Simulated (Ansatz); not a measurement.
# ClHIIn: taking an electron away

An exercise on one series of results from a longer session: the logs are not shown, and one member is left open.

Computed with Ansatz 0.2.0, Gaussian basis. Level: unrestricted cation, the program's frozen cores in correlated methods.

The runs, in order: UKS PBE-D4/def2-TZVPP; UKS r2SCAN-D4/def2-TZVPP; UKS PBE0-D4/def2-TZVPP; UKS B3LYP-D4/def2-TZVPP; UKS wB97X-V/def2-TZVPP; UKS wB97M-V/def2-TZVPP; UKS B2PLYP/def2-TZVPP; UHF-CCSD(T)/def2-TZVPP; UHF-CCSD(T)/def2-QZVPP; extrapolation to the limit; then −ε(HOMO) from the neutral's earlier runs with LDA (SPW92), PBE-D4, revPBE-D4, BLYP-D4, r2SCAN-D4, B97M-V, PBE0-D4, B3LYP-D4, r2SCANh-D4, r2SCAN0-D4, HSE06-D4, BHLYP-D4, CAM-B3LYP-D4, LC-ωPBE, ωB97X-V, ωB97M-V.

## The relaxed structure

The geometry comes from an earlier relaxation with PBE0-D4 in a triple-zeta def2 set; it is a stationary point. In, I take the def2 core potential; no spin-orbit term is included.

SMILES `[Cl][InH][I]`, 4 atoms, charge 0, spin multiplicity 1.

Atoms are counted from 1 here; the program's logs count them from 0.

Bond lengths: Cl1–In2 2.321 Å, In2–I3 2.638 Å, In2–H4 1.700 Å. Angles: Cl1–In2–I3 113.2°, Cl1–In2–H4 120.9°, I3–In2–H4 125.9°.

Set-up of the first run:

in.yaml

```yaml
crystal:
  periodic: [false, false, false]
  atoms:
    - {symbol: Cl, position_ang: [-1.969347, 0.329473, -0.969588]}
    - {symbol: In, position_ang: [0.115576, 0.221354, 0.043465]}
    - {symbol: I, position_ang: [0.946004, -2.248919, 0.455516]}
    - {symbol: H, position_ang: [0.963268, 1.637891, 0.450208]}
basis:
  gaussian: {orbitals: def2-TZVPP}
total_charge: 1
magnetization: {spin_polarized: true, initial_magnetization: 1}
hamiltonian: {xc: pbe, dispersion: d4}
```

Started as:

```
> ansatz run in.yaml --threads 2 --pin off --events-out ev --progress --plain --max-ram 32768MiB --backend cpu
```

Among the steps run: Cation, UKS PBE-D4/def2-TZVPP; Cation, UKS r2SCAN-D4/def2-TZVPP; Cation, UKS PBE0-D4/def2-TZVPP; Cation, UKS B3LYP-D4/def2-TZVPP; Cation, UKS wB97X-V/def2-TZVPP; Cation, UKS wB97M-V/def2-TZVPP; Cation, UKS B2PLYP (frozen core)/def2-TZVPP; Cation, UHF-CCSD(T)/def2-TZVPP; Cation, UHF-CCSD(T)/def2-QZVPP.

One table of the session follows, with a row left open; its other results are not shown here.

For comparison, −ε(HOMO) of the neutral from earlier runs:

```
  functional  −ε(HOMO) (eV)
 LDA (SPW92)           6.87
      PBE-D4           6.71
   revPBE-D4           6.66
     BLYP-D4           6.53
   r2SCAN-D4           7.01
      B97M-V           7.02
     PBE0-D4           7.84
    B3LYP-D4           7.59
  r2SCANh-D4           7.42
  r2SCAN0-D4           8.04
    HSE06-D4           7.45
    BHLYP-D4           8.80
CAM-B3LYP-D4              ?
     LC-ωPBE          10.43
     ωB97X-V          10.09
     ωB97M-V           9.96
```

Q: Estimate the row for CAM-B3LYP-D4 from the others.

The run gave: −ε(HOMO) (eV): 9.08. In the column «−ε(HOMO) (eV)» it lies between BHLYP-D4 (8.80) and ωB97M-V (9.96).
